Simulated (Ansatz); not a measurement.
Runs of Ansatz 0.2.0 on LaSc. Symmetry: Pm-3m, No. 221, cubic system. The conventional cell has a = 3.948 Å, b = 3.948 Å, c = 3.948 Å, α = 90.00°, β = 90.00°, γ = 90.00°. Around La (site symmetry m-3m) lie 8 Sc at 3.42 Å. Sc (site symmetry m-3m) is surrounded by 8 La at 3.42 Å. The cell was built by a generator and needn't be a form met in nature.

```tsv
level	gap on the mesh (eV)	pressure (GPa)	relaxed volume (Å³/atom)
PBE	none	0.0	30.77
revPBE	none	0.0	(a)
revPBE+D4	none	0.0	30.17
revPBE+D3(BJ)	none	0.0	28.31
```

Alike in all rows: task relaxation of cell and atoms; potentials or basis Ansatz PAW; no spin polarisation; cell relaxed; k mesh 7 × 7 × 7; cutoff (eV) 420; smearing fermi-dirac 0.05 eV.

Estimate the missing entries.

(a) 31.75.

Caveats: the plane-wave basis is chosen anew once the cell has moved, so the energies of steps on either side of that aren't comparable; the PAW data sets come from PBE, with cores solved anew for the run's functional, which leaves a small shift of forces and pressure (some runs); pairwise dispersion overbinds metals, which lowers pressure and volume (some runs).

A k mesh can miss the band edges, and the runs leave out spin-orbit coupling on La.

A gap of «none» marks a metal or a gap under the smearing width.
